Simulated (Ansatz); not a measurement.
# CH2AlFO: how energies converge with the basis set

How large a basis does CH2AlFO need? Two functionals are run in growing sets.

Computed with Ansatz 0.2.0, Gaussian basis. Level: one geometry, several basis sets.

Levels to be run: PBE0-D4/def2-SVP; ωB97M-V/def2-SVP; PBE0-D4/def2-QZVPP; ωB97M-V/def2-QZVPP; the functionals' def2-TZVPP values are taken from earlier runs.

### Step 1. The relaxed structure

An earlier PBE0-D4 in a triple-zeta def2 set relaxation fixed the geometry.

SMILES `[F][Al]1[CH2][O]1`, 6 atoms, charge 0, spin multiplicity 1.

Atoms are counted from 1 here; the program's logs count them from 0.

Bond lengths: F1–Al2 1.634 Å, Al2–C3 1.867 Å, Al2–O4 1.690 Å, C3–O4 1.507 Å, C3–H5 1.090 Å, C3–H6 1.090 Å. Angles: F1–Al2–C3 168.9°, F1–Al2–O4 141.3°, C3–Al2–O4 49.8°, Al2–C3–O4 58.9°, Al2–C3–H5 123.7°, Al2–C3–H6 123.7°, O4–C3–H5 112.4°, O4–C3–H6 112.4°, H5–C3–H6 111.1°, Al2–O4–C3 71.2°.

### Step 2. PBE0-D4 in def2-SVP

File in.yaml:

```yaml
crystal:
  periodic: [false, false, false]
  atoms:
    - {symbol: F, position_ang: [-0.391796, -2.590736, 0.634582]}
    - {symbol: Al, position_ang: [-0.190299, -1.024519, 0.215913]}
    - {symbol: C, position_ang: [0.331959, 0.748363, -0.049716]}
    - {symbol: O, position_ang: [-0.897659, 0.191062, -0.720311]}
    - {symbol: H, position_ang: [1.093151, 1.053655, -0.767309]}
    - {symbol: H, position_ang: [0.096743, 1.558074, 0.640641]}
basis:
  gaussian: {orbitals: def2-SVP}
hamiltonian: {xc: pbe0, dispersion: d4}
output: {orbitals: {seedname: orbitals}}
```

Launch:

```sh
$ ansatz run in.yaml --threads 2 --pin off --events-out ev --progress --plain --max-ram 4352MiB
```

After this run come: ωB97M-V in def2-SVP; PBE0-D4 in def2-QZVPP; ωB97M-V in def2-QZVPP.

Before running them: what should the planned runs give, taken together? Wanted: PBE0-D4: double and triple zeta above quadruple; ωB97M-V: double and triple zeta above quadruple.

As calculated:

| quantity | value |
| --- | --- |
| PBE0-D4: double and triple zeta above quadruple | 10.23, 0.56 eV |
| ωB97M-V: double and triple zeta above quadruple | 10.35, 0.53 eV |

In words: PBE0-D4 gains 9.67 eV from double to triple zeta, then 0.56 eV more. These are total energies; as a rule much of such shifts cancels in differences, which this series doesn't test.
